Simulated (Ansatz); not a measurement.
# C₆H₁₄Sn: how energies converge with the basis set

An exercise on one series of results from a longer session: the logs are not shown, and one member is left open.

Method: one geometry, several basis sets; program: Ansatz 0.2.0, Gaussian basis.

The runs, in order: PBE0-D4/def2-SVP; ωB97M-V/def2-SVP; PBE0-D4/def2-QZVPP; ωB97M-V/def2-QZVPP; the functionals' def2-TZVPP values are taken from earlier runs.

### The geometry

All runs share one geometry, relaxed beforehand with PBE0-D4 in a triple-zeta def2 set. Sn takes the def2 core potential; no spin-orbit term is included.

SMILES `C[CH](C)[Sn][CH](C)C`, 21 atoms, charge 0, spin multiplicity 1.

Atoms are counted from 1 here; the program's logs count them from 0.

Bond lengths: C1–C2 1.526 Å, C1–H8 1.096 Å, C1–H9 1.098 Å, C1–H10 1.095 Å, C2–C3 1.517 Å, C2–Sn4 2.223 Å, C2–H11 1.097 Å, C3–H12 1.094 Å, C3–H13 1.098 Å, C3–H14 1.094 Å, Sn4–C5 2.213 Å, C5–C6 1.525 Å, C5–C7 1.519 Å, C5–H15 1.095 Å, C6–H16 1.094 Å, C6–H17 1.097 Å, C6–H18 1.098 Å, C7–H19 1.094 Å and more. Angles: C2–C1–H8 111.9°, C2–C1–H9 111.2°, C2–C1–H10 112.5°, H8–C1–H9 106.5°, H8–C1–H10 107.4°, H9–C1–H10 107.0°, C1–C2–C3 111.7°, C1–C2–Sn4 107.0°, C1–C2–H11 107.8°, C3–C2–Sn4 116.7°, C3–C2–H11 109.0°, Sn4–C2–H11 104.0°, C2–C3–H12 111.7°, C2–C3–H13 111.3°, C2–C3–H14 112.4°, H12–C3–H13 106.8°, H12–C3–H14 107.2°, H13–C3–H14 107.1° and more.

The first run:

Contents of in.yaml:

```yaml
crystal:
  periodic: [false, false, false]
  atoms:
    - {symbol: C, position_ang: [-0.458061, -2.518904, 0.703743]}
    - {symbol: C, position_ang: [-0.977096, -1.176308, 1.211619]}
    - {symbol: C, position_ang: [-2.056737, -0.613792, 0.305935]}
    - {symbol: Sn, position_ang: [0.796832, 0.113314, 1.572669]}
    - {symbol: C, position_ang: [0.672484, 1.330018, -0.271940]}
    - {symbol: C, position_ang: [1.205101, 0.457457, -1.403960]}
    - {symbol: C, position_ang: [1.451693, 2.629165, -0.158722]}
    - {symbol: H, position_ang: [-0.001837, -2.431109, -0.288442]}
    - {symbol: H, position_ang: [-1.272262, -3.248768, 0.609102]}
    - {symbol: H, position_ang: [0.291009, -2.958911, 1.370465]}
    - {symbol: H, position_ang: [-1.397098, -1.336377, 2.212429]}
    - {symbol: H, position_ang: [-1.682331, -0.434760, -0.706299]}
    - {symbol: H, position_ang: [-2.902011, -1.309131, 0.213950]}
    - {symbol: H, position_ang: [-2.458606, 0.334222, 0.674779]}
    - {symbol: H, position_ang: [-0.383036, 1.550133, -0.462664]}
    - {symbol: H, position_ang: [0.593645, -0.434385, -1.569614]}
    - {symbol: H, position_ang: [2.232990, 0.122791, -1.215857]}
    - {symbol: H, position_ang: [1.232126, 1.010477, -2.352093]}
    - {symbol: H, position_ang: [1.056335, 3.282995, 0.624067]}
    - {symbol: H, position_ang: [1.426610, 3.195694, -1.099096]}
    - {symbol: H, position_ang: [2.505753, 2.446778, 0.076628]}
basis:
  gaussian: {orbitals: def2-SVP}
hamiltonian: {xc: pbe0, dispersion: d4}
output: {orbitals: {seedname: orbitals}}
```

Started as:

```bash
ansatz run in.yaml --threads 2 --pin off --events-out ev --progress --plain --max-ram 32768MiB --backend cpu
```

Among the steps run: PBE0-D4 in def2-SVP; ωB97M-V in def2-SVP; PBE0-D4 in def2-QZVPP; ωB97M-V in def2-QZVPP.

One of the session's tables, all rows but one given; the rest of the session is left out.

It belongs to the step «Density functionals: the series». 

| functional | basis | HOMO (eV) | LUMO (eV) |
| --- | --- | --- | --- |
| PBE0-D4 | def2-SVP | ? | ? |
| PBE0-D4 | def2-TZVPP | -5.60 | -2.30 |
| PBE0-D4 | def2-QZVPP | -5.61 | -2.31 |
| ωB97M-V | def2-SVP | -7.56 | -0.48 |
| ωB97M-V | def2-TZVPP | -7.63 | -0.61 |
| ωB97M-V | def2-QZVPP | -7.64 | -0.64 |

Q: Estimate the row for PBE0-D4, def2-SVP from the others.

The run gave: HOMO (eV): -5.54; LUMO (eV): -2.24. In the column «HOMO (eV)» it is the highest.
